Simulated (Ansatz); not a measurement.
# CH7NOSiSn: inversion of the pyramid at N1, part 2 of 2

How high is the barrier for the inversion of the pyramid at N1? Relax the two ends, then run a nudged elastic band between them. SMILES of the start: N[C]1([SnH3])O[SiH2]1.

Ansatz 0.2.0; RKS CAM-B3LYP-D4/def2-SVP. The steps go on from the part before.

### Step 7. Frequencies at the highest image

The geometry is the highest inner image of the first converged band.

input.yaml

```yaml
crystal:
  periodic: [false, false, false]
  atoms:
    - { symbol: "N", position_ang: [-0.422086, 1.647553, -0.051084] }
    - { symbol: C, position_ang: [-0.091346, 0.299434, -0.224487] }
    - { symbol: Sn, position_ang: [1.067018, -0.630683, 1.347152] }
    - { symbol: O, position_ang: [0.579395, -0.019416, -1.549649] }
    - { symbol: Si, position_ang: [-0.94437, -0.69822, -1.50239] }
    - { symbol: H, position_ang: [0.208378, 2.246636, 0.466666] }
    - { symbol: H, position_ang: [-1.394245, 1.918253, 0.000669] }
    - { symbol: H, position_ang: [1.531209, -2.213657, 0.903816] }
    - { symbol: H, position_ang: [0.149776, -0.681479, 2.795031] }
    - { symbol: H, position_ang: [2.45268, 0.341638, 1.612288] }
    - { symbol: H, position_ang: [-2.00085, -0.093291, -2.344667] }
    - { symbol: H, position_ang: [-1.058458, -2.171967, -1.419446] }
basis:
  gaussian: { orbitals: def2-SVP }
hamiltonian:
  xc: cam_b3lyp
  dispersion: d4
phonons: {}
```

On the command line:

```sh
$ ansatz run input.yaml --threads 2 --pin off --max-ram 3072MiB --backend cpu --events-out ev --progress --plain --runs-dir out
```

The program printed, cut to the lines that bear on the results:

```text
Warning: RAYON_NUM_THREADS=2 ignored (pool sized by the plan → 2); use --threads N
[...]
Functional definition: CAM-B3LYP
[...]
1389 factors; integrals over basis functions are off by at most 3.9e-4 eV
444 factors; integrals over basis functions are off by at most 7.0e-7 eV
[...]
mean field -18386.64881678 eV, -675.6968810984 hartree, gradient 6.9e-5 eV, S^2 0.000000; 0 other end points of the search recorded, 0 dependent functions left out
[...]
reference -18386.64896634 eV, -675.6968865946 hartree; 32, 32 occupied and 89, 89 virtual orbitals, 1389 factors
[...]
1389 factors; integrals over basis functions are off by at most 3.9e-4 eV
444 factors; integrals over basis functions are off by at most 7.0e-7 eV
mean field -18386.64857232 eV, -675.6968721146 hartree, gradient 2.8e-6 eV, S^2 0.000000; 0 other end points of the search recorded, 0 dependent functions left out
[...]
reference -18386.64872190 eV, -675.6968776117 hartree; 32, 32 occupied and 89, 89 virtual orbitals, 1389 factors
[...]
WARN: phonons: modes at or below zero, which the zero-point energy, F, S and C_V leave out: 1, the lowest at -249.67 cm⁻¹. A minimum has none, and a first-order saddle one
[...]
Atom 4 at    -0.944370    -0.698220    -1.502390 Å, force     0.013481     0.008782    -0.005058 eV/Å
Atom 5 at     0.208378     2.246636     0.466666 Å, force     0.004903     0.015140     0.000952 eV/Å
Atom 6 at    -1.394245     1.918253     0.000669 Å, force     0.001892     0.005617    -0.000808 eV/Å
Atom 7 at     1.531209    -2.213657     0.903816 Å, force     0.001330    -0.000710    -0.000828 eV/Å
Atom 8 at     0.149776    -0.681479     2.795031 Å, force    -0.001259     0.001697    -0.005489 eV/Å
Atom 9 at     2.452680     0.341638     1.612288 Å, force     0.000840     0.000412     0.000065 eV/Å
Atom 10 at    -2.000850    -0.093291    -2.344667 Å, force     0.000108    -0.001504    -0.000719 eV/Å
Atom 11 at    -1.058458    -2.171967    -1.419446 Å, force    -0.001004     0.000168     0.004828 eV/Å
Dipole moment:    -0.491679     0.072993     0.200926 e Å
Vibrations: -249.67 79.32 135.73 176.13 235.38 332.48 355.96 447.99 458.09 487.43 557.14 611.51 673.58 699.39 735.52 741.45 772.09 837.23 965.40 1021.97 1177.23 1258.43 1620.58 1933.40 1934.54 1955.57 2283.71 2294.38 3601.21 3711.10 cm⁻¹, zero-point energy 1.989569 eV
```

Run time: 4.7 min. Hardware: 2 threads of Arm Neoverse V1, shared host; peak memory 0.39 GiB.

Of 30 modes, 1 is imaginary by more than 30 cm⁻¹ (250i cm⁻¹).

### Step 8. The band again, with other settings

crystal.atoms is end A as relaxed above, and neb.final_atoms is end B, turned to lie on A. With 6 inner images the band has 8 in all.

input.yaml

```yaml
crystal:
  periodic: [false, false, false]
  atoms:
    - { symbol: "N", position_ang: [-0.489366, 1.651635, -0.096566] }
    - { symbol: C, position_ang: [-0.094259, 0.295367, -0.244255] }
    - { symbol: Sn, position_ang: [1.048199, -0.623683, 1.354203] }
    - { symbol: O, position_ang: [0.594096, 0.037649, -1.53543] }
    - { symbol: Si, position_ang: [-0.919779, -0.682208, -1.557557] }
    - { symbol: H, position_ang: [0.2015, 2.252778, 0.347238] }
    - { symbol: H, position_ang: [-1.396098, 1.773563, 0.342728] }
    - { symbol: H, position_ang: [1.500271, -2.221668, 0.950092] }
    - { symbol: H, position_ang: [0.116884, -0.635371, 2.794693] }
    - { symbol: H, position_ang: [2.441963, 0.337858, 1.617801] }
    - { symbol: H, position_ang: [-1.959588, -0.080619, -2.418015] }
    - { symbol: H, position_ang: [-0.966722, -2.1605, -1.521034] }
basis:
  gaussian: { orbitals: def2-SVP }
hamiltonian:
  xc: cam_b3lyp
  dispersion: d4
neb:
  order_check: false
  images: 6
  f_tol: 0.05
  max_iterations: 50
  initial_path: idpp
  climbing: false
  final_atoms:
    - { symbol: "N", position_ang: [-0.53494254, 1.58492696, 0.21216896] }
    - { symbol: C, position_ang: [-0.14315224, 0.27849015, -0.14172334] }
    - { symbol: Sn, position_ang: [1.05652234, -0.6562016, 1.39194224] }
    - { symbol: O, position_ang: [0.50420291, 0.11792961, -1.49848751] }
    - { symbol: Si, position_ang: [-0.96505561, -0.68805179, -1.45643002] }
    - { symbol: H, position_ang: [0.25922788, 2.21368821, 0.32689657] }
    - { symbol: H, position_ang: [-1.20094665, 2.01546243, -0.42590699] }
    - { symbol: H, position_ang: [1.66666692, -2.14136864, 0.80593105] }
    - { symbol: H, position_ang: [0.12277967, -0.92492791, 2.79854558] }
    - { symbol: H, position_ang: [2.34894013, 0.40723795, 1.75660006] }
    - { symbol: H, position_ang: [-2.07732876, -0.09495821, -2.23485983] }
    - { symbol: H, position_ang: [-0.95981306, -2.16742617, -1.50077879] }
```

On the command line:

```sh
$ ansatz run input.yaml --threads 2 --pin off --max-ram 3072MiB --backend cpu --events-out ev --progress --plain --runs-dir out
```

The program printed, cut to the lines that bear on the results:

```text
Warning: RAYON_NUM_THREADS=2 ignored (pool sized by the plan → 2); use --threads N
[...]
Functional definition: CAM-B3LYP
[...]
1388 factors; integrals over basis functions are off by at most 3.9e-4 eV
445 factors; integrals over basis functions are off by at most 7.0e-7 eV
[...]
mean field -18386.65429866 eV, -675.6970825538 hartree, gradient 6.8e-5 eV, S^2 0.000000; 0 other end points of the search recorded, 0 dependent functions left out
[...]
reference -18386.65444786 eV, -675.6970880370 hartree; 32, 32 occupied and 89, 89 virtual orbitals, 1388 factors
1388 factors; integrals over basis functions are off by at most 6.1e-4 eV
445 factors; integrals over basis functions are off by at most 7.2e-7 eV
[...]
mean field -18386.79264055 eV, -675.7021665245 hartree, gradient 7.0e-5 eV, S^2 0.000000; 0 other end points of the search recorded, 0 dependent functions left out
[...]
Atom 2 at     1.065665    -0.628651     1.345438 Å, force     0.006410    -0.005162     0.006904 eV/Å
Atom 3 at     0.579600    -0.017443    -1.552606 Å, force     0.008377     0.002905     0.024887 eV/Å
Atom 4 at    -0.943755    -0.697799    -1.508402 Å, force    -0.009720     0.019317     0.001394 eV/Å
Atom 5 at     0.213014     2.243004     0.459071 Å, force    -0.003575     0.011543    -0.000106 eV/Å
Atom 6 at    -1.395131     1.900656     0.045637 Å, force    -0.001123     0.003002     0.009241 eV/Å
Atom 7 at     1.532781    -2.213981     0.913582 Å, force     0.000138     0.000531    -0.005029 eV/Å
Atom 8 at     0.140286    -0.673327     2.788264 Å, force    -0.001002     0.001077    -0.000399 eV/Å
Atom 9 at     2.449262     0.345420     1.615040 Å, force     0.001864     0.000144    -0.000639 eV/Å
Atom 10 at    -1.997743    -0.093534    -2.353918 Å, force     0.001496    -0.003801     0.001518 eV/Å
Atom 11 at    -1.056725    -2.171347    -1.422646 Å, force     0.004857     0.000135     0.002573 eV/Å
Dipole moment:    -0.489412     0.057288     0.210265 e Å
this run last wrote the band of iteration 6 to <dir>
```

Run time: 3.9 min. Hardware: 2 threads of Arm Neoverse V1, shared host; peak memory 0.39 GiB.

### Step 9. What the band shows

The 6 inner images lie between the fixed ends 0 and 7. Energy is taken from image 0, and the path length is the program's own coordinate along the band.

| image | path (Å) | energy (eV) | sum of angles at N1 (°) | band force (eV/Å) |
| --- | --- | --- | --- | --- |
| 0 | 0.000 | 0.0000 | 339.3 | - |
| 1 | 0.191 | 0.0015 | 343.4 | 0.010 |
| 2 | 0.382 | 0.0047 | 350.8 | 0.024 |
| 3 | 0.574 | -0.0072 | 359.9 | 0.029 |
| 4 | 0.765 | -0.0677 | 354.4 | 0.030 |
| 5 | 0.957 | -0.1220 | 342.4 | 0.024 |
| 6 | 1.149 | -0.1382 | 336.1 | 0.015 |
| 7 | 1.341 | -0.1395 | 335.8 | - |

image, energy (eV) and a bar:
```
        0      0.000 #############################
        1      0.002 #############################
        2      0.005 ##############################
        3     -0.007 ############################
        4     -0.068 ###############
        5     -0.122 ####
        6     -0.138 
        7     -0.140
```

### Step 10. Summary of results

This closing draws on all 2 parts.

| quantity | value |
| --- | --- |
| end A | 10 moves, 0.519 eV lower |
| end B | 9 moves, 0.755 eV lower |
| first band: barrier forwards | 0.005 eV |
| first band: barrier backwards | 0.144 eV |
| first band: second end relative to first | -0.140 eV |
| first band: highest image | 3 of 0 to 10, climbing |
| first band: band iterations | 6 |
| imaginary modes at the top | 250i cm⁻¹ |
| second band | top 0.005 eV above image 0, 6 iterations, 6 inner images, none climbing |
| time, first and second band | 5.9 min and 3.9 min |

**Reading.** In the first band: the barrier from the first end is 0.005 eV, 0.2 times kT at 300 K. The second end lies 0.14 eV below the first, so the way back costs 0.14 eV. One side of the top is under 10 meV high, within the band's own error, so that end is barely a minimum along this path. One imaginary mode, as a first-order saddle point has. The second band's top agrees with the first's to 1 meV, so the changed settings hardly move the height. Zero-point energy and entropy are left out. Tunnelling, which matters where hydrogen moves, is missing too.
